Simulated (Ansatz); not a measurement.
# BGe: the cost of one run

Program: Ansatz 0.2.0, Gaussian basis. Level of theory: aug-cc-pVTZ, core rule «outside noble gas», up to 15 orbitals frozen. These are calculated values, not measurements.

To be run: UHF; CCSD(T) on RHF; CCSD(T) on UHF; BCCD(T) on RHF; CCSDT(Q) on RHF; CASSCF and NEVPT2, 8 electrons in 8 orbitals.

2 further runs of the same task are left out: 1 for a known fault of the program, 1 that didn't finish. Runs told in other sessions of the task aren't counted.

## 1. The geometry

The geometry is a PBE0/def2-TZVPD stationary point (not a proven minimum). No spin-orbit coupling is included. The filled d shell of Ge may be among the frozen orbitals whatever the setting's name suggests.

2 atoms, charge -1, spin multiplicity 1.

Atoms are counted from 1 here; the program's logs count them from 0.

Bond lengths: Ge1–B2 1.841 Å.

## 2. UHF

Contents of in.yaml:

```yaml
crystal:
  periodic: [false, false, false]
  atoms:
    - {symbol: Ge, position_ang: [0.000000, 0.000000, 0.000000]}
    - {symbol: B, position_ang: [0.000000, 0.000000, 1.840600]}
basis:
  gaussian: {orbitals: aug-cc-pVTZ}
total_charge: -1
magnetization: {spin_polarized: true, initial_magnetization: 0}
hamiltonian: {xc: hf}
output: {orbitals: {seedname: orbitals}}
```

Started as:

```sh
> ansatz run in.yaml --threads 1 --pin off --events-out ev --progress --plain --max-ram 2393MiB
```

Q: Estimate wall time and peak memory on 1 thread of AMD EPYC 9R45, shared host.

About 9.5 s, with a peak of 0.29 GiB.
